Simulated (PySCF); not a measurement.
# A gas-phase reaction: F2H2Si + Cl2 → ClF2HSi + ClH

Aim: the reaction energy of `F[SiH2]F` + `ClCl` → `F[SiH](F)Cl` + `Cl`.

Programs: PySCF 2.14.0. All values are calculated, for the isolated system unless a continuum is named. Atoms count from 0, parts from 1.

## (1) The system as given

Each species was relaxed by itself at PBE0-D3(BJ)/def2-SVPD.

## (2) Energies of the species: wB97M-D3(BJ)/def2-TZVPD

The job: settings as JSON, then the geometry in Å.

```
{"job": {"kind": "react", "xc": "wB97M-D3(BJ)", "basis": "def2-TZVPD"}, "charge": 0, "multiplicity": 1}
-1 F2H2Si charge 0 multiplicity 1
F      0.268890    -0.549860     1.460680
Si    -0.070000     0.020340    -0.021630
F      1.311870     0.600890    -0.645700
H     -0.517960    -1.110950    -0.862390
H     -1.021910     1.143460     0.119610

-1 Cl2 charge 0 multiplicity 1
Cl     1.014650     0.006550     0.007470
Cl    -1.014720    -0.004410    -0.006430

+1 ClF2HSi charge 0 multiplicity 1
F     -0.103280    -1.552700     0.233100
Si    -0.102740     0.039640    -0.023130
F     -0.720140     0.733940     1.295230
Cl     1.823610     0.664760    -0.247410
H     -0.930680     0.359240    -1.194190

+1 ClH charge 0 multiplicity 1
Cl     0.644680     0.002900     0.005920
H     -0.643450    -0.006160    -0.005570
```

With the program's defaults for keys left out, this is: wB97M-D3(BJ)/def2-TZVPD reaction energy of separated species, gas phase.

Started as:

```sh
$ OMP_NUM_THREADS=1 python cluster_run.py task.json out
```

One launch serves the whole session: the jobs run in the order shown.

**Question.** The jobs that follow are: PBE0-D3(BJ)/def2-TZVPD reaction energy of separated species, gas phase; MP2/def2-TZVPD reaction energy of separated species, gas phase. Predict: reaction energy (wB97M-D3(BJ)/def2-TZVPD); ΔH, ΔG at 298 K (xTB thermal terms). Thermal terms come from harmonic xTB runs on each species.

As calculated:

| quantity | value |
| --- | --- |
| reaction energy (wB97M-D3(BJ)/def2-TZVPD) | -66.29 kcal/mol |
| ΔH, ΔG at 298 K (xTB thermal terms) | -66.8, -67.0 kcal/mol |
| range of the reaction energy over the runs of this table | -69.58 to -65.95 kcal/mol |

**Reading.** The reaction is exothermic by 66.8 kcal/mol in the gas phase; dispersion gives -0.31, and xTB itself gave -31.25 for the electronic energy (xTB energies and thermal terms come from the earlier relaxation of each species, not shown). No barrier was sought. xTB and this level differ widely in the electronic energy, so what comes from xTB (the thermal terms above all) is less safe here. The reaction energy runs from -69.58 (MP2/def2-TZVPD) to -65.95 kcal/mol (PBE0-D3(BJ)/def2-TZVPD).
